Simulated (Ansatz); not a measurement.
**MnS (R-3m): equation of state**

One table from this session's results is given with a row withheld; the runs are named, their logs left out.

The COD entry's cell or inner coordinates are ideal or old and differ from later refinements, so a difference from it is no clean test against experiment.

Program: Ansatz 0.2.0. Level of theory: DFT PBE+U (U_eff = 3.9 eV on Mn 3d), scalar-relativistic, plane waves, PAW. These are calculated values, not measurements.

These runs use a low cutoff (300 eV) and a coarse mesh on purpose, to show what cheap settings give: their numbers aren't properties of the material.

## Starting point

The structure is trigonal, space group R-3m (No. 166). Conventional cell: a = 3.744 Å, b = 3.744 Å, c = 9.092 Å, α = 90.00°, β = 90.00°, γ = 120.00°. Around Mn (site symmetry -3m) lie 6 S at 2.64 Å. S (site symmetry -3m) has 6 Mn at 2.64 Å as nearest neighbours.

As a file:

```
Mn S
1.0
    -2.61703   -2.61703    5.26428
    -5.26428   -2.61703    2.61703
    -2.61703   -5.26428    2.61703
Mn S
2 2
Direct
  0.00000 0.00000 0.00000
  0.50000 0.50000 0.50000
  0.25000 0.25000 0.25000
  0.75000 0.75000 0.75000
```

An earlier run at PBE+U (U_eff = 3.9 eV on Mn 3d) left this cell at 18.393 Å³/atom and 0.01 GPa (4×4×4 mesh). The large moments point both ways and cancel.

Volume factors to run: 0.980, 1.020, 0.960, 1.040.

Set-up of the first run:

input.yaml

```yaml
crystal:
  lattice:
    - [-2.5994645482, -2.5994645482, 5.2289518393]
    - [-5.2289518393, -2.5994645482, 2.5994645482]
    - [-2.5994645482, -5.2289518393, 2.5994645482]
  atoms:
    - { symbol: Mn, position: [0.0, 0.0, 0.0], spin: 4.9 }
    - { symbol: S, position: [1.2499999999, -0.7500000001, -0.7500000001] }
    - { symbol: Mn, position: [0.5, 0.5, 0.5], spin: -4.9 }
    - { symbol: S, position: [1.7500000001, -0.2499999999, -0.2499999999] }
basis:
  ecutwfc: 300
  ecutrho_ratio: 4
kpoints:
  mp_grid: { grid: [4, 4, 4] }
hamiltonian:
  xc: pbe
  hubbard:
    sites:
      - { species: Mn, l: d, u_eff: 3.9, starting_ns: start.occupation_matrices }
    ns_hold: { iters: 6 }
scf:
  occupations: { method: gaussian, width: 0.05 }
  lower_state_search: "off"
output:
  forces: true
  stress: true
  eigenvalues: true
  populations: true
magnetization:
  spin_polarized: true
relax:
  f_tol: 0.01
  max_steps: 40
  cell: { stress_tol: 0.1, fix: [volume] }
```

start.occupation_matrices holds the open shells' occupation matrices from the neighbouring geometry.

The run is started by

```bash
> ansatz run input.yaml --threads 1 --pin off --max-ram 2560MiB --backend cpu --events-out ev --progress --plain --runs-dir out
```

Steps of the session up to this table: Scaling the volume by 0.980; Scaling the volume by 1.020; Volume × 0.960; Scaling the volume by 1.040.

One of the session's tables, all rows but one given; the rest of the session is left out.

It belongs to the step «Energy and pressure against volume». 

```
volume (Å³/atom)  energy (meV/atom)  pressure (GPa)  gap (eV)  moment of atom 1 (μB)
          17.657               6.22            3.35      2.29                   4.41
          18.025               1.71            1.59      2.27                   4.43
          18.393               0.00            0.01      2.25                   4.46
          18.761                  ?               ?         ?                      ?
          19.129               4.80           -2.71      2.21                   4.49
```

**Question.** Estimate the row for volume (Å³/atom) = 18.761.

Worked estimate for «energy (meV/atom)». A straight line through the neighbours (18.393, 0.00) and (19.129, 4.80) gives 0.00 + (4.80 − 0.00) × (18.761 − 18.393) / (19.129 − 18.393) = 2.40; a parabola fitted to 3 rows on both sides gives 1.03.

**Answer.** energy (meV/atom): 0.52; pressure (GPa): -1.42; gap (eV): 2.23; moment of atom 1 (μB): 4.47. In «energy (meV/atom)» the line misses by +1.88 and the parabola by +0.51.

Caveats from the session: Warnings in the runs' records: cutoff below recommended, anti translation declined, stability check not made.
